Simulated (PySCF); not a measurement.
**CH₅BBrP: electronic structure in real space**

Aim: take CH₅BBrP and analyse its density (charges, bond critical points, surface potential) and localise its valence orbitals.

Method: levels as typed in each script, gas phase, geometry from GFN2-xTB; program: PySCF 2.14.0.

**1. Starting geometry**

SMILES `CB(P)Br`, 9 atoms, charge 0, spin multiplicity 1.

Bond lengths: C1–B2 1.575 Å, C1–H5 1.089 Å, C1–H6 1.095 Å, C1–H7 1.089 Å, B2–P3 1.945 Å, B2–Br4 1.872 Å, P3–H8 1.394 Å, P3–H9 1.382 Å. Angles: B2–C1–H5 111.3°, B2–C1–H6 111.2°, B2–C1–H7 113.6°, H5–C1–H6 105.2°, H5–C1–H7 107.6°, H6–C1–H7 107.4°, C1–B2–P3 122.3°, C1–B2–Br4 120.1°, P3–B2–Br4 117.6°, B2–P3–H8 94.4°, B2–P3–H9 94.7°, H8–P3–H9 91.1°.

Coordinates:

```xyz
9

C    -0.7390   -1.9921   -0.0013
B    -0.4911   -0.4372   -0.0011
P    -1.9512    0.8479   -0.0011
Br    1.2565    0.2345    0.0002
H    -1.3293   -2.2991   -0.8632
H    -1.3232   -2.2995    0.8719
H     0.1777   -2.5806   -0.0044
H    -2.6688    0.1953    1.0000
H    -2.6757    0.1957   -0.9810
```

**2. Density, bond paths and surface potential (CAM-B3LYP/def2-svpd)**

input.py reads:

```python
import numpy as np
from pyscf import gto, scf, dft
from pyscf.scf import atom_ks, atom_hf
from scipy.linalg import block_diag

def solve(mol, dm0=None, hcore=None):
    mf = (dft.UKS if mol.spin else dft.RKS)(mol, xc='camb3lyp')
    mf.grids.level = 3
    mf = mf.density_fit(auxbasis='def2-universal-jkfit')
    mf.conv_tol, mf.max_cycle = 1e-8, 80
    if hcore is not None:
        mf.get_hcore = lambda *args: hcore
    mf.kernel(dm0)
    if not mf.converged:
        mf = mf.newton().run(mf.mo_coeff, mf.mo_occ, max_cycle=30)
    assert mf.converged, 'SCF not converged'
    return mf

mol = gto.M(atom='''
C     -0.73899    -1.99207    -0.00134
B     -0.49110    -0.43720    -0.00107
P     -1.95120     0.84787    -0.00114
Br     1.25647     0.23453     0.00021
H     -1.32927    -2.29912    -0.86323
H     -1.32322    -2.29945     0.87189
H      0.17771    -2.58065    -0.00441
H     -2.66877     0.19534     1.00001
H     -2.67568     0.19572    -0.98101
''', basis='def2-svpd', charge=0, spin=0, verbose=4)
mf = solve(mol)
mf.analyze()
# spherically averaged free atoms, for the promolecule
atm = atom_ks.get_atm_nrks(mol, xc='camb3lyp')
pro = block_diag(*[(atm[a[0]][2] * atm[a[0]][3]) @ atm[a[0]][2].T for a in mol._atom])
np.savez('result.npz', e=mf.e_tot, c=mf.mo_coeff, occ=mf.mo_occ, eps=mf.mo_energy, pro=pro, dip=mf.dip_moment(verbose=0), s2=mf.spin_square()[0])
```

Run with:

```console
$ OMP_NUM_THREADS=1 python input.py
```

**4. Localised orbitals (B3LYP/def2-svp)**

input.py reads:

```python
import numpy as np
from pyscf import gto, scf, dft, lo
from pyscf.data.elements import chemcore

def solve(mol, dm0=None, hcore=None):
    mf = (dft.UKS if mol.spin else dft.RKS)(mol, xc='b3lyp')
    mf.grids.level = 3
    mf = mf.density_fit(auxbasis='def2-universal-jkfit')
    mf.conv_tol, mf.max_cycle = 1e-8, 80
    if hcore is not None:
        mf.get_hcore = lambda *args: hcore
    mf.kernel(dm0)
    if not mf.converged:
        mf = mf.newton().run(mf.mo_coeff, mf.mo_occ, max_cycle=30)
    assert mf.converged, 'SCF not converged'
    return mf

mol = gto.M(atom='''
C     -0.73899    -1.99207    -0.00134
B     -0.49110    -0.43720    -0.00107
P     -1.95120     0.84787    -0.00114
Br     1.25647     0.23453     0.00021
H     -1.32927    -2.29912    -0.86323
H     -1.32322    -2.29945     0.87189
H      0.17771    -2.58065    -0.00441
H     -2.66877     0.19534     1.00001
H     -2.67568     0.19572    -0.98101
''', basis='def2-svp', charge=0, spin=0, verbose=4)
mf = solve(mol)
occ_all = mf.mo_coeff[:, mf.mo_occ > 0]
occ = occ_all[:, chemcore(mol):]
loc = lo.ibo.ibo(mol, occ, iaos=lo.iao.iao(mol, occ_all))
fock, s = mf.get_fock(), mf.get_ovlp()
ortho = lo.orth_ao(mol, 'meta_lowdin')
ortho = lo.vec_lowdin(lo.iao.iao(mol, occ_all), s)
labels = lo.iao.reference_mol(mol).ao_labels(fmt=None)
vir = lo.vvo.livvo(mol, occ_all, mf.mo_coeff[:, mf.mo_occ == 0])
both = np.hstack([loc, vir])
p = (ortho.T @ s @ both) ** 2
pop = np.array([p[[l[0] == a for l in labels]].sum(0) for a in range(mol.natm)])
spd = np.array([[p[[l[0] == a and l[2][-1] == k for l in labels]].sum(0) for k in 'spd'] for a in range(mol.natm)])
eps = np.einsum('pi,pq,qi->i', both, fock, both)
for i in np.argsort(eps):
    top = np.argsort(-pop[:, i])[:3]
    print('%3d %s %9.4f Eh ' % (i + 1, 'occ' if i < loc.shape[1] else 'vir', eps[i]), '  '.join('%s%d %.3f' % (mol.atom_symbol(a), a + 1, pop[a, i]) for a in top))
np.savez('result.npz', c=both, nocc=loc.shape[1], pop=pop, spd=spd, eps=eps, e=mf.e_tot)
```

(Steps that only read results are left out.)

Before running it: what results should come out? Wanted: dipole moment; HOMO, LUMO.

The runs gave:

```
                                                 quantity            value
                      dipole moment (CAM-B3LYP/def2-svpd)           1.79 D
                         HOMO, LUMO (CAM-B3LYP/def2-svpd)  -8.62, -0.74 eV
localised occupied orbitals above −45 eV (B3LYP/def2-svp)               12
```

What this shows: At CAM-B3LYP/def2-svpd: The highest Hirshfeld charge is on B2 (+0.14 e), the lowest on C1 (−0.20 e). The geometry was not optimised at these levels.
